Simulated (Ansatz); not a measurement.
## FGeH3, SMILES [F][GeH3]: an active-space calculation, step by step

Computed with Ansatz's Python interface.

Notebook, run cell by cell (the value of a cell's last expression is shown):

```python
import ansatz

BASIS_SET = 'def2-SVP'
```

```python
GEOMETRY = '''
F    -1.05100    0.47870    1.21990
Ge    0.01490   -0.02180   -0.03340
H     1.29120   -0.52270    0.61970
H    -0.55390   -1.16090   -0.84610
H     0.34880    1.15300   -1.00140
'''

molecule = ansatz.Crystal.molecule()
for line in GEOMETRY.strip().splitlines():
    symbol, *xyz = line.split()
    molecule = molecule.atom(symbol, [float(v) for v in xyz])
```

```python
job = (
    molecule.calculation()
    .basis(gaussian=BASIS_SET)
    .correlation(active_electrons=2, active_orbitals=3)
)
for method in [None, 'sc_nevpt2']:
    rep = (job if method is None else job.correlation(method)).run(threads=1).report
    space = rep['configurations']
    state = space['states'][0]
    print(method or 'casscf', f'total {rep["free_energy_ev"] / 27.211386246:.6f} Ha, active-space state {state["energy"]["hartree"]:.6f} Ha, mean field {rep["reference_energy_ev"] / 27.211386246:.6f} Ha')
    print('  determinants', state['n_determinants'], ' natural occupations', [round(n, 3) for n in space['natural_occupations']])
print('effectively unpaired electrons, sum of min(n, 2 - n):', round(sum(min(n, 2 - n) for n in space['natural_occupations']), 3))
```

    casscf total -2176.245549 Ha, active-space state -2176.245549 Ha, mean field -2176.226126 Ha
      determinants 9  natural occupations [1.973, 0.021, 0.006]
    sc_nevpt2 total -2176.651540 Ha, active-space state -2176.245519 Ha, mean field -2176.226126 Ha
      determinants 9  natural occupations [1.973, 0.021, 0.006]
    effectively unpaired electrons, sum of min(n, 2 - n): 0.054

Total energies depend on the basis set; only differences at equal settings carry meaning. The geometry is a force-field or estimated start, not a minimum of this method, and the basis set is short of its limit. The active space starts as a window about the frontier orbitals and is then optimised, not chosen by chemistry. Run time: 4.4 s on 1 thread of Intel(R) Xeon(R) 6975P-C (Granite Rapids) (shared host), peak memory 0.2 GiB.

(Lines on the test bed's own set-up are left out of the output.)
